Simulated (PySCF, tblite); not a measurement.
# C22H15BO: electronic excitations, NMR shifts, part 2 of 2

tblite 0.8.0 and PySCF 2.14.0. Atoms count from 0. The steps go on from the part before.

### Step 5. NMR shifts: GIAO KT3/pcSseg-1

The job: settings as JSON, then the geometry in Å.

```
{"job": {"kind": "nmr", "xc": "KT3", "basis": "pcSseg-1", "pop": false}, "charge": 0, "multiplicity": 1}
B     -4.856119     1.649888     0.062029
C     -4.041810     2.909381    -0.215279
C     -2.691939     2.789075    -0.284359
C     -2.041198     1.526278    -0.110563
C     -2.838507     0.411000     0.095479
C     -2.263949    -0.904080     0.148521
C     -3.105205    -2.026128     0.174518
C     -2.590844    -3.295012     0.091202
C     -1.216491    -3.460711    -0.054582
C     -0.376339    -2.371299    -0.046300
C     -0.861102    -1.063013     0.103976
C     -0.008971     0.110752     0.147835
C      1.381828     0.041224     0.418006
C      2.168696     1.183874     0.350404
C      1.583357     2.403844     0.002175
C      0.232155     2.500316    -0.192072
C     -0.601161     1.378969    -0.076684
C      3.601466     1.232489     0.694304
C      4.587499     0.600805     0.068306
C      4.421673    -0.399021    -0.985157
C      3.714275    -1.509555    -0.813394
C      3.027931    -1.845217     0.438126
C      1.998446    -1.185855     0.957614
O     -4.168687     0.486837     0.187399
H     -6.018095     1.566411     0.178906
H     -4.473250     3.890845    -0.359293
H     -2.085232     3.662348    -0.478551
H     -4.170387    -1.865641     0.236730
H     -3.244307    -4.154364     0.107133
H     -0.805664    -4.451170    -0.185462
H      0.676400    -2.530966    -0.196913
H      2.207709     3.282858    -0.074479
H     -0.182877     3.469747    -0.413466
H      3.846324     1.968654     1.451907
H      5.615485     0.826364     0.329949
H      4.978890    -0.230348    -1.898616
H      3.685720    -2.270496    -1.585051
H      3.379150    -2.750796     0.921598
H      1.529979    -1.557831     1.862681
```

Method: GIAO KT3/pcSseg-1 NMR shielding, non-relativistic, gas phase.

The log of the run:

```text
start: PBE on a coarse grid of 33235 points
cycle   1  E = -945.7038476444  dE =  4.087e+00  |g| = 9.672e-01  |ddm| = 7.611e+00
cycle   2  E = -945.3640416295  dE =  3.398e-01  |g| = 1.570e+00  |ddm| = 3.152e+00
cycle   3  E = -945.8864331849  dE = -5.224e-01  |g| = 4.606e-01  |ddm| = 2.220e+00
cycle   4  E = -945.9367645400  dE = -5.033e-02  |g| = 1.434e-01  |ddm| = 7.364e-01
cycle   5  E = -945.9418083716  dE = -5.044e-03  |g| = 6.755e-02  |ddm| = 2.599e-01
cycle   6  E = -945.9428568785  dE = -1.049e-03  |g| = 1.601e-02  |ddm| = 9.151e-02
cycle   7  E = -945.9428944783  dE = -3.760e-05  |g| = 9.934e-03  |ddm| = 3.141e-02
final grid: 309350 points
cycle   8  E = -962.9136661861  dE = -5.261e-02  |g| = 1.373e-01  |ddm| = 1.561e+00
cycle   9  E = -962.8959620286  dE =  1.770e-02  |g| = 3.222e-01  |ddm| = 4.054e-01
cycle  10  E = -962.9167789855  dE = -2.082e-02  |g| = 3.648e-02  |ddm| = 3.265e-01
cycle  11  E = -962.9171600268  dE = -3.810e-04  |g| = 1.344e-02  |ddm| = 6.355e-02
cycle  12  E = -962.9172085506  dE = -4.852e-05  |g| = 3.659e-03  |ddm| = 1.969e-02
cycle  13  E = -962.9172128402  dE = -4.290e-06  |g| = 1.397e-03  |ddm| = 6.164e-03
cycle  14  E = -962.9172108748  dE =  1.965e-06  |g| = 7.667e-04  |ddm| = 2.654e-03
cycle  15  E = -962.9172109614  dE = -8.661e-08  |g| = 1.883e-04  |ddm| = 1.164e-03
cycle  16  E = -962.9172119442  dE = -9.828e-07  |g| = 6.705e-05  |ddm| = 4.173e-04
converged SCF energy = -962.9172119442

GIAO shielding tensors (ppm)
atom      isotropic    diamagn.    paramagn.     s11        s22        s33       span
  0 B       70.425     196.257    -125.831     31.380     71.342    108.554     77.174
  1 C       60.802     257.698    -196.896    -52.156     55.016    179.547    231.703
  2 C       49.439     241.402    -191.963    -60.549     37.978    170.888    231.438
  3 C       71.967     257.984    -186.017      0.300     44.400    171.200    170.900
  4 C       39.569     261.127    -221.558    -26.655     25.619    119.743    146.398
  5 C       64.558     254.090    -189.532     -4.928     24.244    174.358    179.286
  6 C       67.298     234.269    -166.970    -27.520     50.183    179.233    206.753
  7 C       64.143     254.060    -189.917    -33.403     52.570    173.263    206.666
  8 C       64.562     251.437    -186.875    -33.790     55.306    172.169    205.959
  9 C       61.732     252.529    -190.797    -27.061     38.767    173.491    200.552
 10 C       60.663     252.234    -191.571    -10.312     18.090    174.212    184.524
 11 C       66.220     248.960    -182.740     -0.096     20.384    178.373    178.469
 12 C       54.983     257.690    -202.708    -21.406     31.733    154.621    176.027
 13 C       52.328     258.069    -205.741    -32.723     36.109    153.597    186.321
 14 C       62.516     253.098    -190.582    -28.980     55.328    161.199    190.179
 15 C       70.640     252.897    -182.257    -25.881     62.133    175.668    201.549
 16 C       64.079     251.545    -187.466     -9.119     23.964    177.393    186.512
 17 C       53.917     253.990    -200.073    -39.402     63.621    137.533    176.935
 18 C       54.290     253.201    -198.911    -40.167     60.600    142.438    182.605
 19 C       55.638     253.048    -197.410    -43.431     64.384    145.961    189.392
 20 C       54.710     256.947    -202.238    -42.373     64.166    142.336    184.709
 21 C       54.963     255.702    -200.738    -36.873     59.200    142.562    179.435
 22 C       47.022     259.784    -212.762    -55.849     53.887    143.029    198.878
 23 O       83.654     394.033    -310.379    -97.088    -26.653    374.703    471.791
 24 H       26.048      28.978      -2.931     22.401     27.488     28.254      5.853
 25 H       24.474      27.186      -2.713     22.467     22.926     28.028      5.562
 26 H       22.798      36.526     -13.729     16.624     22.335     29.434     12.810
 27 H       22.693      34.101     -11.408     15.672     23.820     28.587     12.915
 28 H       23.990      28.421      -4.430     19.527     25.659     26.786      7.258
 29 H       24.151      31.635      -7.484     19.462     25.154     27.836      8.375
 30 H       22.026      38.436     -16.410     12.811     22.681     30.585     17.774
 31 H       24.386      34.298      -9.913     19.579     24.792     28.787      9.208
 32 H       23.303      38.515     -15.213     16.307     24.552     29.049     12.742
 33 H       24.807      29.146      -4.339     21.787     25.839     26.795      5.008
 34 H       25.281      26.127      -0.846     22.769     25.743     27.331      4.561
 35 H       25.428      29.443      -4.015     22.701     25.828     27.756      5.055
 36 H       25.244      31.481      -6.237     21.910     26.775     27.049      5.139
 37 H       25.203      31.621      -6.418     22.328     25.779     27.502      5.174
 38 H       24.581      34.945     -10.364     20.853     24.748     28.141      7.288
```

Run time: 1.7 min. Hardware: 1 thread of Arm Neoverse N1, shared host; peak memory 0.74 GiB.

Shifts follow as δ = σ(reference) − σ, with reference shieldings (ppm) from runs at the same level and on the same kind of geometry: 1H TMS 31.76, 13C TMS 184.7, 17O H2O 330.8, 11B BF3·OEt2 100.0. The references are single molecules in the gas phase, so shifts against H2O, NH3, PH3, H3PO4 or CFCl3 are not on the usual liquid scales and can be off by tens of ppm.

| atoms | environment | σ (ppm) | δ (ppm) |
| --- | --- | --- | --- |
| C4 | aromatic carbon bearing oxygen | 39.6 | 145.1 |
| C22 | alkene CH | 47.0 | 137.7 |
| C2 | alkene CH | 49.4 | 135.2 |
| C13 | substituted aromatic carbon | 52.3 | 132.4 |
| C17 | alkene CH | 53.9 | 130.8 |
| C18 | alkene CH | 54.3 | 130.4 |
| C20 | alkene CH | 54.7 | 130.0 |
| C21 | alkene CH | 55.0 | 129.7 |
| C12 | substituted aromatic carbon | 55.0 | 129.7 |
| C19 | alkene CH | 55.6 | 129.1 |
| C10 | ring-fusion aromatic carbon | 60.7 | 124.0 |
| C1 | alkene CH | 60.8 | 123.9 |
| C9 | aromatic CH | 61.7 | 123.0 |
| C14 | aromatic CH | 62.5 | 122.2 |
| C16 | ring-fusion aromatic carbon | 64.1 | 120.6 |
| C7 | aromatic CH | 64.1 | 120.5 |
| C5 | ring-fusion aromatic carbon | 64.6 | 120.1 |
| C8 | aromatic CH | 64.6 | 120.1 |
| C11 | ring-fusion aromatic carbon | 66.2 | 118.5 |
| C6 | aromatic CH | 67.3 | 117.4 |
| C15 | aromatic CH | 70.6 | 114.0 |
| C3 | substituted aromatic carbon | 72.0 | 112.7 |
| H30 | hydrogen on an aromatic CH | 22.03 | 9.73 |
| H27 | hydrogen on an aromatic CH | 22.69 | 9.06 |
| H26 | hydrogen on an alkene CH | 22.80 | 8.96 |
| H32 | hydrogen on an aromatic CH | 23.30 | 8.45 |
| H28 | hydrogen on an aromatic CH | 23.99 | 7.77 |
| H29 | hydrogen on an aromatic CH | 24.15 | 7.61 |
| H31 | hydrogen on an aromatic CH | 24.39 | 7.37 |
| H25 | hydrogen on an alkene CH | 24.47 | 7.28 |
| H38 | hydrogen on an alkene CH | 24.58 | 7.18 |
| H33 | hydrogen on an alkene CH | 24.81 | 6.95 |
| H37 | hydrogen on an alkene CH | 25.20 | 6.55 |
| H36 | hydrogen on an alkene CH | 25.24 | 6.51 |
| H34 | hydrogen on an alkene CH | 25.28 | 6.48 |
| H35 | hydrogen on an alkene CH | 25.43 | 6.33 |
| H24 | hydrogen on a boron bonded to C, O, in a 6-membered ring | 26.05 | 5.71 |
| B0 | boron bonded to C, O, H, in a 6-membered ring | 70.4 | 29.5 |
| O23 | oxygen bonded to C, B, in a 6-membered ring | 83.7 | 247.1 |

Ring of atoms B0, C1, C2, C3, C4, O23: NICS(0) -2.1, NICS(1) -5.3, NICS(1)zz -11.3 ppm (means of both faces).

Ring of atoms C3, C4, C5, C10, C11, C16: NICS(0) -4.6, NICS(1) -7.4, NICS(1)zz -13.7 ppm (means of both faces).

Ring of atoms C5, C6, C7, C8, C9, C10: NICS(0) -8.8, NICS(1) -11.2, NICS(1)zz -27.2 ppm (means of both faces).

### Step 6. Results

This closing draws on all 2 parts.

```
                                  quantity                                                                                                          value
 strongest single infrared mode (GFN2-xTB)                                                                                          2641 cm⁻¹, 261 km/mol
              zero-point energy (GFN2-xTB)                                                                                                 184.7 kcal/mol
              lowest singlet (PBE0/6-31G*)                                                                                    3.79 eV (327 nm), f = 0.112
  brightest single state of those computed                                                                                    state 6, 4.67 eV, f = 0.195
                            lowest triplet                                                                                                        2.76 eV
     13C shifts against TMS (KT3/pcSseg-1)  145.1, 137.7, 135.2, 132.4, 130.8, 130.4, 130.0, 129.7, 129.7, 129.1, 124.0, 123.9, 123.0, 122.2 ppm and more
      1H shifts against TMS (KT3/pcSseg-1)                9.73, 9.06, 8.96, 8.45, 7.77, 7.61, 7.37, 7.28, 7.18, 6.95, 6.55, 6.51, 6.48, 6.33 ppm and more
11B shifts against BF3·OEt2 (KT3/pcSseg-1)                                                                                                       29.5 ppm
     17O shifts against H2O (KT3/pcSseg-1)                                                                                                      247.1 ppm
```

**Reading.** All 111 modes are real, so the xTB geometry is a minimum. The strongest single mode, at 2641 cm⁻¹, moves mainly H24. Unscaled tight-binding wavenumbers are off by several per cent, some by more. Its intensities can rank the bands wrongly. The lowest singlet, at 3.79 eV, is HOMO→LUMO 0.81 and is bright; of the 6 states computed, the strongest absorption comes from state 6 at 4.67 eV (the last computed, so partners may be missing). The lowest triplet lies 1.02 eV below the lowest singlet (triplets in Tamm-Dancoff, singlets in full TDDFT). At KT3/pcSseg-1: The largest span, 472 ppm, is at O23, where the paramagnetic term is -310 ppm. NICS(1)zz of -27 ppm above the planar ring from C5 marks a diatropic (aromatic) ring current.
